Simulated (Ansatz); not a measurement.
This script for an equation of state with a fit of Se, space group Fd-3m with Ansatz 0.2.0, Python API holds a mistake.

The script, `se.py`:
```python
"""Bulk modulus of Se from an E(V) curve."""

import warnings

import ansatz as az
import numpy as np
from pymatgen.analysis.eos import EOS

vectors0 = np.array([
    [0.0, 3.125567, 3.125567],
    [3.125567, 0.0, 3.125567],
    [3.125567, 3.125567, 0.0],
])
sites = [
    ("Se", (0.5, 0.5, 0.5)),
    ("Se", (0.75, 0.75, 0.75)),
]


def build(cell):
    crystal = az.Crystal(lattice=az.Lattice.of(cell))
    for symbol, position in sites:
        crystal = crystal.atom(symbol, position)
    return crystal

warnings.simplefilter("ignore", az.DeckWarning)

# scale the volume, keep shape and fractions
volumes, energies = [], []
for scale in np.linspace(0.94, 1.06, 7):
    cell = vectors0 * scale ** (1 / 3)
    base = (
        build(cell).calculation()
        .functional(az.Functional.R2SCAN)
        .pseudopotentials("nc")
        .occupations("fixed")  # whole-number filling, right only where there is a gap
        .mixing("msr1", preconditioner="none")
        .scf(extra_bands=4)
        .kpoints(5, 5, 5)
    )
    report = base.run(threads=1).report
    volumes.append(abs(np.linalg.det(cell)) / len(sites))
    energies.append(report["free_energy_ev"] / len(sites))
    print(f"V = {volumes[-1]:8.4f} A^3/atom  F = {energies[-1]:.5f} eV/atom")

for form in ["vinet", "murnaghan"]:
    fit = EOS(eos_name=form).fit(volumes, energies)
    print(f"{form:18s} V0 {fit.v0:8.4f} A^3/atom  B0 {fit.b0_GPa:7.1f} GPa  B1 {fit.b1:5.2f}")
```

```console
$ python se.py
RunWarning: iter 1: σ=0 fill of 16 bands saw a band overlap (occupied 7.2139 eV > unoccupied 6.0504 eV) — on an unconverged iterate often a transient of an unconverged empty band; one that stands at [...]
RunWarning: a fill by count may have filled part of one level: at k-index 2 the highest filled band, 7.269827 eV, and the lowest empty band, 7.269827 eV, stand 2.309e-14 eV apart, within the solve's [...]
RunWarning: the bands overlap at the fill by count (16 filled at each k-point of a channel): the highest filled level, 7.269827 eV at k-index 2, stands 1.1615 eV over the lowest empty one, 6.108374 [...]
V =  28.7021 A^3/atom  F = -3144.86819 eV/atom
V =  29.3128 A^3/atom  F = -3144.88483 eV/atom
V =  29.9235 A^3/atom  F = -3144.89597 eV/atom
V =  30.5342 A^3/atom  F = -3144.90435 eV/atom
V =  31.1449 A^3/atom  F = -3144.90914 eV/atom
V =  31.7556 A^3/atom  F = -3144.91067 eV/atom
V =  32.3662 A^3/atom  F = -3144.90927 eV/atom
vinet              V0  31.7762 A^3/atom  B0    38.1 GPa  B1  4.34
murnaghan          V0  31.7774 A^3/atom  B0    38.1 GPa  B1  4.16
```
(Warnings from the package without file and line, shortened, repeats left out.)

No error stopped it. What is wrong with the input all the same?

The fault: fixed occupations, though the bands overlap at this level of theory. The correction:

```diff
--- before
+++ after
@@ -35,3 +35,3 @@
         .pseudopotentials("nc")
-        .occupations("fixed")  # whole-number filling, right only where there is a gap
+        .occupations("fermi_dirac", width=0.1)  # fractional filling near the Fermi level
         .mixing("msr1", preconditioner="none")
```

After the fix:

```console
$ python se.py
V =  28.7021 A^3/atom  F = -3144.97461 eV/atom
V =  29.3128 A^3/atom  F = -3144.98715 eV/atom
V =  29.9235 A^3/atom  F = -3144.99438 eV/atom
V =  30.5342 A^3/atom  F = -3144.99902 eV/atom
V =  31.1449 A^3/atom  F = -3145.00026 eV/atom
V =  31.7556 A^3/atom  F = -3144.99843 eV/atom
V =  32.3662 A^3/atom  F = -3144.99385 eV/atom
vinet              V0  31.0581 A^3/atom  B0    39.4 GPa  B1  4.60
murnaghan          V0  31.0589 A^3/atom  B0    39.4 GPa  B1  4.49
```

What to keep in mind:
- The settings weren't tested for convergence.
- Such functionals run on norm-conserving files made under PBE, which can move pressures by some GPa.
- For a metal this k-point mesh is coarse: on a finer one energies can move by several to tens of meV an atom and pressures by half a GPa or more, differences at one mesh by less.
- This isn't the structure that Se takes at ambient conditions.
- Wall time of the script: 22 s on 1 thread of Arm Neoverse V2 (shared host), peak memory 0.57 GiB.
